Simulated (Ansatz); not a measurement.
# CH3Cl3Ge: the cost of one run

Method: the settings change from run to run; program: Ansatz 0.2.0, Gaussian basis.

## (1) The molecule

An earlier PBE0-D4 in a triple-zeta def2 set relaxation fixed the geometry.

SMILES `[CH3][Ge]([Cl])([Cl])[Cl]`, 8 atoms, charge 0, spin multiplicity 1.

Atoms are counted from 1 here; the program's logs count them from 0.

Bond lengths: C1–Ge2 1.926 Å, C1–H6 1.090 Å, C1–H7 1.090 Å, C1–H8 1.090 Å, Ge2–Cl3 2.135 Å, Ge2–Cl4 2.135 Å, Ge2–Cl5 2.135 Å. Angles: Ge2–C1–H6 109.0°, Ge2–C1–H7 108.9°, Ge2–C1–H8 109.0°, H6–C1–H7 110.0°, H6–C1–H8 110.0°, H7–C1–H8 110.0°, C1–Ge2–Cl3 111.4°, C1–Ge2–Cl4 111.3°, C1–Ge2–Cl5 111.3°, Cl3–Ge2–Cl4 107.5°, Cl3–Ge2–Cl5 107.5°, Cl4–Ge2–Cl5 107.5°.

## (2) BHLYP/def2-TZVPP

File in.yaml:

```yaml
crystal:
  periodic: [false, false, false]
  atoms:
    - {symbol: C, position_ang: [-0.721670, -0.204536, 0.818488]}
    - {symbol: Ge, position_ang: [0.537254, 0.134136, -0.598816]}
    - {symbol: Cl, position_ang: [2.175548, -1.233704, -0.527280]}
    - {symbol: Cl, position_ang: [-0.380802, -0.061273, -2.516948]}
    - {symbol: Cl, position_ang: [1.341063, 2.108260, -0.468186]}
    - {symbol: H, position_ang: [-1.109015, -1.217626, 0.713603]}
    - {symbol: H, position_ang: [-1.536809, 0.515098, 0.746901]}
    - {symbol: H, position_ang: [-0.213469, -0.097354, 1.776437]}
basis:
  gaussian: {orbitals: def2-TZVPP}
hamiltonian: {xc: {name: BHLYP}}
output: {forces: true}
```

Launch:

```
ansatz run in.yaml --threads 4 --pin off --events-out ev --progress --plain --max-ram 10444MiB
```

Q: Estimate wall time and peak memory on 4 threads of Arm Neoverse V1, shared host.

About 6.5 s, with a peak of 1 GiB.
